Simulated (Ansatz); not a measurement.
# C₂H₃F₃SeZn: a ladder of functionals and wavefunction methods

An exercise on one series of results from a longer session: the logs are not shown, and one member is left open.

Computed with Ansatz 0.2.0, Gaussian basis. Level: functionals in def2-TZVPP, the program's frozen cores in correlated methods.

The runs, in order: LDA (SPW92), PBE-D4, revPBE-D4, BLYP-D4, r2SCAN-D4, B97M-V, PBE0-D4, B3LYP-D4, r2SCANh-D4, r2SCAN0-D4, HSE06-D4, BHLYP-D4, CAM-B3LYP-D4, LC-ωPBE, ωB97X-V, ωB97M-V, B2PLYP, PBE-QIDH; CCSD(T)/def2-SVP; CCSD(T)/def2-TZVPP; MP2/def2-QZVPP; extrapolation to the limit; RPA on PBE.

## The geometry

The geometry comes from an earlier relaxation with PBE0-D4 in a triple-zeta def2 set; it is a stationary point, not always the lowest conformer.

10 atoms, charge 0, spin multiplicity 1.

Atoms are counted from 1 here; the program's logs count them from 0.

Bond lengths: C1–Zn2 1.934 Å, C1–H8 1.091 Å, C1–H9 1.092 Å, C1–H10 1.092 Å, Zn2–Se3 2.322 Å, Se3–C4 1.958 Å, C4–F5 1.332 Å, C4–F6 1.330 Å, C4–F7 1.352 Å. Angles: Zn2–C1–H8 110.5°, Zn2–C1–H9 110.6°, Zn2–C1–H10 109.9°, H8–C1–H9 108.7°, H8–C1–H10 108.6°, H9–C1–H10 108.6°, C1–Zn2–Se3 178.2°, Zn2–Se3–C4 92.4°, Se3–C4–F5 112.2°, Se3–C4–F6 111.3°, Se3–C4–F7 112.1°, F5–C4–F6 107.3°, F5–C4–F7 106.6°, F6–C4–F7 107.1°.

The first run:

Contents of in.yaml:

```yaml
crystal:
  periodic: [false, false, false]
  atoms:
    - {symbol: C, position_ang: [0.979841, -2.236225, -0.087742]}
    - {symbol: Zn, position_ang: [0.734531, -0.361919, -0.495276]}
    - {symbol: Se, position_ang: [0.498524, 1.886116, -1.027387]}
    - {symbol: C, position_ang: [-1.033317, 2.094504, 0.174076]}
    - {symbol: F, position_ang: [-2.184903, 2.183108, -0.489569]}
    - {symbol: F, position_ang: [-0.918204, 3.192146, 0.916053]}
    - {symbol: F, position_ang: [-1.156711, 1.051382, 1.025307]}
    - {symbol: H, position_ang: [0.396783, -2.855064, -0.772130]}
    - {symbol: H, position_ang: [2.031950, -2.513334, -0.176503]}
    - {symbol: H, position_ang: [0.651505, -2.440712, 0.933161]}
basis:
  gaussian: {orbitals: def2-TZVPP}
hamiltonian: {xc: lda}
output: {orbitals: {seedname: orbitals}}
```

Command:

```sh
$ ansatz run in.yaml --threads 2 --pin off --events-out ev --progress --plain --max-ram 32768MiB --backend cpu
```

Steps of the session up to this table: LDA; PBE-D4 (GGA); revPBE-D4 (GGA); BLYP-D4 (GGA); r2SCAN-D4 (meta-GGA); B97M-V (meta-GGA); B3LYP-D4 (hybrid); r2SCANh-D4 (hybrid); r2SCAN0-D4 (hybrid); HSE06-D4 (hybrid); BHLYP-D4 (hybrid); CAM-B3LYP-D4 (range-separated); LC-ωPBE (range-separated); ωB97X-V (range-separated); ωB97M-V (range-separated); B2PLYP (double hybrid); PBE-QIDH (double hybrid).

One of the session's tables, all rows but one given; the rest of the session is left out.

It belongs to the step «Orbital energies across the functionals». 

| functional | HOMO (eV) | gap (eV) |
| --- | --- | --- |
| LDA (SPW92) | -6.25 | 4.21 |
| PBE-D4 | -6.05 | 4.29 |
| revPBE-D4 | -5.98 | 4.34 |
| BLYP-D4 | -5.89 | 4.19 |
| r2SCAN-D4 | -6.35 | 4.78 |
| B97M-V | -6.40 | 4.77 |
| PBE0-D4 | -7.25 | 6.29 |
| B3LYP-D4 | -7.01 | 5.78 |
| r2SCANh-D4 | -6.79 | 5.52 |
| r2SCAN0-D4 | -7.44 | 6.60 |
| HSE06-D4 | -6.85 | 5.52 |
| BHLYP-D4 | -8.29 | 8.06 |
| CAM-B3LYP-D4 | ? | ? |
| LC-ωPBE | -9.92 | 10.98 |
| ωB97X-V | -9.56 | 10.49 |
| ωB97M-V | -9.43 | 10.06 |

Q: Estimate the row for CAM-B3LYP-D4 from the others.

As computed: HOMO (eV): -8.56; gap (eV): 8.47. In the column «HOMO (eV)» it lies between ωB97M-V (-9.43) and BHLYP-D4 (-8.29).
